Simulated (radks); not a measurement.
# As in [Ar] 3d10 4s1 4p3 5s1: an all-electron calculation

An exercise on one series of results from a longer session: the logs are not shown, and one member is left open.

Method: Dirac Kohn-Sham, RPBE, spin-unpolarised, spherical densities, finite nucleus; open shells fill j = l - 1/2 first. Code: radks (a radial shooting solver on a logarithmic mesh, Libxc functionals) version 1.

**Starting point**

```
element            : arsenic (Z = 33)
charge             : 0
electrons          : 33
configuration      : [Ar] 3d10 4s1 4p3 5s1
nuclear rms radius : 4.0968 fm
```

Set-up of the first run:

Settings of this run:

```text
Z 33
configuration [Ar] 3d10 4s1 4p3 5s1
relativity Dirac
functional rpbe,pbe
spin unpolarised
j_filling energy
nucleus finite rms 4.0968 fm
c 137.035999084
```

Steps of the session up to this table: Self-consistent calculation.

One of the session's tables, all rows but one given; the rest of the session is left out.

It belongs to the step «Radial structure». From the orbitals of this run (lengths in bohr):

```
level      <r>  outermost maximum (interpolated)  90 % within  nodes
1s1/2  0.04549                            0.0297       0.0813      0
2s1/2   0.2025                             0.170        0.314      1
2p1/2   0.1746                             0.134        0.286      0
2p3/2   0.1783                             0.137        0.291      0
3s1/2   0.5979                             0.522        0.893      2
3p1/2   0.6097                             0.516        0.935      1
3p3/2        ?                                 ?            ?      ?
3d3/2   0.6728                             0.476         1.13      0
3d5/2   0.6775                             0.478         1.13      0
4s1/2    1.870                              1.59         2.78      3
4p1/2    2.291                              1.88         3.50      2
4p3/2    2.331                              1.91         3.56      2
5s1/2    6.216                              5.38         9.26      4
```

Estimate the missing values for 3p3/2.

**Answer.** <r>: 0.6202; outermost maximum (interpolated): 0.524; 90 % within: 0.951; nodes: 1. In the column «<r>» it lies between 3p1/2 (0.6097) and 3d3/2 (0.6728).
